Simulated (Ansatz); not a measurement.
# ClGeH: the cost of one run

The runs use Ansatz 0.2.0, Gaussian basis; the settings change from run to run.

15 further runs of the same task are left out: 8 that didn't finish, 7 set aside as unsound or not needed.

### Step 1. The system

The geometry is a PBE0/def2-TZVP stationary point (not a proven minimum) of the parent state, kept for this charge and spin. No spin-orbit coupling is included. The filled d shell of Ge may be among the frozen orbitals whatever the setting's name suggests; the logs give the count.

3 atoms, charge 1, spin multiplicity 2.

Atoms are counted from 1 here; the program's logs count them from 0.

Bond lengths: Ge1–Cl2 2.183 Å, Ge1–H3 1.600 Å. Angles: Cl2–Ge1–H3 93.7°.

### Step 2. CCSDT(Q)/B on ROHF/cc-pVDZ

in.yaml

```yaml
crystal:
  periodic: [false, false, false]
  atoms:
    - {symbol: Ge, position_ang: [0.000000, -0.033402, 0.707833]}
    - {symbol: Cl, position_ang: [0.000000, 0.024074, -1.474553]}
    - {symbol: H, position_ang: [0.000000, 1.560437, 0.853542]}
basis:
  gaussian: {orbitals: cc-pVDZ}
total_charge: 1
magnetization: {spin_polarized: false, initial_magnetization: 1}
correlation: {method: ccsdt_q_b, electrons: outside_noble_gas}
scf: {lower_state_search: off}
```

On the command line:

```console
$ ansatz run in.yaml --threads 1 --pin off --events-out ev --progress --plain --max-ram 2393MiB
```

Q: Estimate wall time and peak memory on 1 thread of Arm Neoverse V2, shared host.

About 13 s, with a peak of 0.33 GiB.
